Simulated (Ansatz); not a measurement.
# O: the cost of one run

Method: DFT r2SCAN, scalar-relativistic, plane waves, PAW, in Ansatz 0.2.0.

1 further run of the same task is left out (set aside as unsound or not needed).

## 1. The starting structure

It takes space group P4/mmm (No. 123, tetragonal). Conventional cell: a = 1.772 Å, b = 1.772 Å, c = 3.144 Å, α = 90.00°, β = 90.00°, γ = 90.00°. O (site symmetry 4/mmm) is surrounded by 4 O at 1.77 Å.

As a file:

```cif
data_structure
_symmetry_space_group_name_H-M 'P 1'
_symmetry_Int_Tables_number 1
_cell_length_a 2.5057
_cell_length_b 2.5057
_cell_length_c 3.6092
_cell_angle_alpha 110.312
_cell_angle_beta 110.312
_cell_angle_gamma 90.000
_cell_volume 19.74
loop_
_atom_site_label
_atom_site_type_symbol
_atom_site_fract_x
_atom_site_fract_y
_atom_site_fract_z
_atom_site_occupancy
O1 O 0.00000 0.00000 0.00000 1
O2 O 0.50000 0.50000 0.00000 1
```

It goes back to an entry of the Materials Project, which need not be the stable form.

It is built from the cell relaxed beforehand with the same method (9.87 Å³/atom).

## 2. The reference: the undisturbed cell on the scan's mesh

Input file input.yaml:

```yaml
crystal:
  lattice:
    - [-1.7718202007, 1.7718202007, 0.0]
    - [1.7718202007, 1.7718202007, 0.0]
    - [0.0, -1.7718202007, -3.1443785697]
  atoms:
    - { symbol: O, position: [0.0, 0.0, 0.0] }
    - { symbol: O, position: [0.5, 0.5, 0.0] }
basis:
  ecutwfc: 500
kpoints:
  mp_grid: { grid: [14, 14, 14] }
hamiltonian:
  xc: r2scan
scf:
  occupations: { method: gaussian, width: 0.15 }
output:
  forces: true
  stress: true
  eigenvalues: true
```

The run is started by

```console
$ ansatz run input.yaml --threads 1 --pin off --max-ram 2560MiB --backend cpu --events-out ev --progress --plain --runs-dir out
```

What time and memory should one allow on 1 thread of Arm Neoverse V1, shared host?

About 6 s, with a peak of 0.36 GiB.
